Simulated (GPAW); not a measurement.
# AlFe3B: band structure with LDA

Crystal: AlFe3B.

```xyz
5
Lattice="3.8223 0.0000 0.0000 0.0000 3.8223 0.0000 0.0000 0.0000 3.8223" Properties=species:S:1:pos:R:3 pbc="T T T"
Fe    0.0000    0.0000    1.9112
Fe    0.0000    1.9112    0.0000
Fe    1.9112    0.0000    0.0000
Al    1.9112    1.9112    1.9112
B     0.0000    0.0000    0.0000
```

The cell comes from a database or a generator and needn't be the stable form of this composition.

| Quantity | Value |
| --- | --- |
| Program | GPAW 26.7.0 |
| Task | band structure |
| Functional | LDA |
| Potentials or basis | the program's PAW data sets (release 1.2.1) made for this functional |
| Cutoff | 800 eV |
| Basis | pw |
| k mesh | 6 × 6 × 6 |
| Occupations | fermi-dirac, width 0.05 eV |
| Spin | collinear spin, ferromagnetic start |
| Starting moments | [3.0, 3.0, 3.0, 0.0, 0.0] μB |
| Maxiter | 150 |
| Band path | GXMGRX,MR |
| Band points | 100 |

```yaml
Pressure: -13.0 GPa
Band_gap_along_the_path: none (metal or under the smearing width)
Net_moment: 4.04 μB per cell
Site_moments: Fe +1.42; Al -0.06; B -0.05 μB
```

Levels at the corners of the path, in eV from the Fermi level:
Spin up:
```
point  band 13  band 14  band 15  band 16  band 17  band 18  band 19  band 20  band 21  band 22
    Γ    -1.45    -0.94    -0.94    -0.18    -0.10    -0.10    -0.10     4.56     4.74     4.74
    X    -1.31    -1.31    -1.02    -0.79    -0.09     1.95     1.95     3.98     4.54     4.54
    M    -1.29    -1.20    -1.05    -1.03    -0.70     0.45     0.45     3.81     6.70     6.78
    Γ    -1.45    -0.94    -0.94    -0.18    -0.10    -0.10    -0.10     4.56     4.74     4.74
    R    -1.91    -1.91    -1.14    -1.14    -0.24    -0.24    -0.24     2.26     2.49     2.49
    X    -1.31    -1.31    -1.02    -0.79    -0.09     1.95     1.95     3.98     4.54     4.54
    M    -1.29    -1.20    -1.05    -1.03    -0.70     0.45     0.45     3.81     6.70     6.78
    R    -1.91    -1.91    -1.14    -1.14    -0.24    -0.24    -0.24     2.26     2.49     2.49
```
Spin down:
```tsv
point	band 10	band 11	band 12	band 13	band 14	band 15	band 16	band 17
Γ	-1.77	0.08	0.08	0.08	0.20	0.20	1.27	1.30
X	-1.30	-0.46	-0.31	0.09	0.09	0.14	0.53	1.30
M	-1.09	-0.68	-0.68	-0.32	0.03	0.28	0.61	0.65
Γ	-1.77	0.08	0.08	0.08	0.20	0.20	1.27	1.30
R	-0.94	-0.94	-0.77	-0.77	-0.77	0.49	0.49	1.18
X	-1.30	-0.46	-0.31	0.09	0.09	0.14	0.53	1.30
M	-1.09	-0.68	-0.68	-0.32	0.03	0.28	0.61	0.65
R	-0.94	-0.94	-0.77	-0.77	-0.77	0.49	0.49	1.18
```

Run time: 6.9 min on 1 thread of Arm Neoverse V1, with other jobs on the host, peak memory 0.82 GiB.
